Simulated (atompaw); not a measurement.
# Pseudopotential generation for W: PAW (atompaw), PBE

Do these settings give a usable potential? It is generated, then checked for scattering, ghosts and hardness.

Program: atompaw 4.2.0.5. Reference atom: PBE, non-relativistic, spherical and spin-unpolarised. All values are calculated.

7 further runs of the same task are left out: 5 that didn't finish, 2 set aside as unsound or not needed.

**1. Starting point**

The settings as typed:

```json
{
 "element": "tungsten (W, Z = 74)",
 "type": "PAW",
 "frozen core": "[Kr] 4d10 4f14 5s2",
 "valence charge": "12",
 "reference configuration": "5p6 5d3 6s0 6p0 (charge +3)",
 "partial waves": "6s (bound, empty): rc 3.00 bohr; 6s channel at 0.05 Ry: rc 3.00 bohr; 5p (bound): rc 2.05 bohr; 6p (bound, empty): rc 1.90 bohr; 5d (bound): rc 2.15 bohr; 5d channel at 0.1 Ry: rc 3.00 bohr",
 "local potential": "bessel scheme, radius 2.35 bohr",
 "core correction": "smooth core density matched at 2.45 bohr",
 "augmentation charge": "sinc compensation charge, radius 2.50 bohr; PAW radius 3.00 bohr; waves and projectors: custom rrkj gramschmidtortho"
}
```

The outer shells as boxes (Hund's rule for the drawing; the calculation is spin-unpolarised):

```
[Kr] core
4d [↑↓][↑↓][↑↓][↑↓][↑↓]
4f [↑↓][↑↓][↑↓][↑↓][↑↓][↑↓][↑↓]
5s [↑↓]
5p [↑↓][↑↓][↑↓]
5d [↑ ][↑ ][↑ ][  ][  ]
6s [  ]
6p [  ][  ][  ]
```

The nodes and maxima of the atom's own shells, from an earlier all-electron run, set the scale for the radii.

All-electron outer shells of the reference configuration (PBE, non-relativistic, ld1.x):

```json
{"shell": "4f", "level (eV)": "-70.35", "outermost node (bohr)": "–", "outermost maximum (bohr)": "0.42"}
{"shell": "5p", "level (eV)": "-68.61", "outermost node (bohr)": "0.59", "outermost maximum (bohr)": "1.13"}
{"shell": "5d", "level (eV)": "-31.99", "outermost node (bohr)": "0.63", "outermost maximum (bohr)": "1.41"}
{"shell": "6s", "level (eV)": "-25.86", "outermost node (bohr)": "1.38", "outermost maximum (bohr)": "2.58"}
{"shell": "6p", "level (eV)": "-20.22", "outermost node (bohr)": "1.53", "outermost maximum (bohr)": "2.95"}
{"shell": "5f", "level (eV)": "-9.94", "outermost node (bohr)": "0.83", "outermost maximum (bohr)": "3.70"}
```

**2. Generating the potential**

Contents of W.input:

```
W 74
GGA-PBE loggrid 2001 logderivrange -7 5 301
6 6 5 4 0 0
6 0 0
6 1 0
5 2 3
0 0 0
c
c
c
c
c
v
c
c
c
v
v
c
c
v
c
2
3.00 2.50 2.35 2.45
y
0.05
n
n
y
0.1
n
custom rrkj gramschmidtortho sinc
bessel
3.00
3.00
2.05
1.90
2.15
3.00
PWSCFOUT
UPFDX 0.0125d0 UPFXMIN -7.d0 UPFZMESH 74.d0
END
```

Started as:

```console
$ atompaw < W.input > W.log
```

**Question.** What will these runs give? Wanted: cutoffs for 10 and 1 mRy, occupied levels; bound ghosts; largest phase difference near zero energy, channels read; lowest eigenvalue of the overlap; share of valence orbitals outside the PAW sphere; UPF file.

The runs gave:

| quantity | value |
| --- | --- |
| cutoffs for 10 and 1 mRy, occupied levels | 21 Ry and 40 Ry |
| bound ghosts | none found |
| largest phase difference near zero energy, channels read | 0.003 rad |
| lowest eigenvalue of the overlap (Bessel basis) | 0.112 (p) |
| share of valence orbitals outside the PAW sphere | 6s 38 %, 5p 0 %, 6p 57 %, 5d 5 % |
| UPF file | written |

What this shows: It counts as soft on the atom at that tolerance, with 21 Ry needed at the looser tolerance. That counts occupied waves only; other projectors can need more. No bound ghost shows below the valence levels. Near zero energy the phases of the channels with partial waves agree within 0.003 rad. A non-relativistic atom is unphysical at this Z; the numbers test the scheme, not the element. These are tests on the free atom; a crystal test is still owed.
